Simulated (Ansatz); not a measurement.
BH2IO, SMILES OBI, the interaction energy of a dimer with the counterpoise correction

Program: the Ansatz DFT code, driven from Python.

At the Python prompt:
```pycon
>>> from dataclasses import dataclass
>>> import ansatz as az
>>> @dataclass
... class RunConfig:
...     basis_set: str = 'def2-SVP'
...     xc: str = 'r2SCAN'
...
>>> cfg = RunConfig()
>>> FIRST = [
...     ('O', (-0.8267, -0.8597, 0.1135)),
...     ('B', (0.3129, 0.0182, 0.2099)),
...     ('I', (0.0852, 2.2089, 0.3384)),
...     ('H', (-0.9612, -0.8837, -0.876)),
...     ('H', (1.3898, -0.4838, 0.2144)),
... ]
>>> SECOND = [
...     ('O', (3.5833, 1.6565, 3.8264)),
...     ('B', (2.1934, 1.3816, 3.5597)),
...     ('I', (0.9184, 0.3201, 5.0141)),
...     ('H', (4.0084, 0.8193, 3.4855)),
...     ('H', (1.7548, 1.7471, 2.5177)),
... ]
>>> def energy(atoms, ghosts=()):
...     molecule = az.Crystal.molecule()
...     for symbol, xyz in atoms:
...         molecule = molecule.atom(symbol, xyz)
...     calc = (
...         molecule.calculation()
...         .basis(gaussian=cfg.basis_set)
...         .functional(cfg.xc)
...     )
...     deck = calc.input()
...     if ghosts:
...         deck = deck.set(az.key.basis.gaussian.ghost_atoms, [{'symbol': s, 'position_ang': list(xyz)} for s, xyz in ghosts])
...     return az.Session.from_dict(deck).plan().execute().report['free_energy_ev']
...
>>> both = energy(FIRST + SECOND)
>>> alone = energy(FIRST) + energy(SECOND)
>>> ghosted = energy(FIRST, SECOND) + energy(SECOND, FIRST)
>>> print(f'dimer {both:.6f} eV')
dimer -21714.663057 eV
>>> print(f'interaction, uncorrected   {96.485332 * (both - alone):8.3f} kJ/mol')
interaction, uncorrected      7.024 kJ/mol
>>> print(f'interaction, counterpoise  {96.485332 * (both - ghosted):8.3f} kJ/mol')
interaction, counterpoise     8.694 kJ/mol
>>> print(f'basis-set superposition    {96.485332 * (alone - ghosted):8.3f} kJ/mol')
basis-set superposition       1.670 kJ/mol
```

Uncorrected it is 7.024 kJ/mol, with the counterpoise correction 8.694 kJ/mol; the difference, 1.670 kJ/mol, is the superposition error. In this basis both values are repulsive.

What to keep in mind:
- Total energies depend on the basis set; only differences at equal settings carry meaning.
- The dimer is a generated trial pose of unrelaxed monomers, not a minimum, so the figure is no binding energy, and the basis set is small.
- def2 sets replace the cores of elements past krypton by effective core potentials.
- This level lacks the dispersion part of the attraction (electrostatics and induction are there), which can decide the sign where the interaction is weak.
- It ran for 25 s on 1 thread of Arm Neoverse V2, with other jobs on the host, peak memory 0.25 GiB.
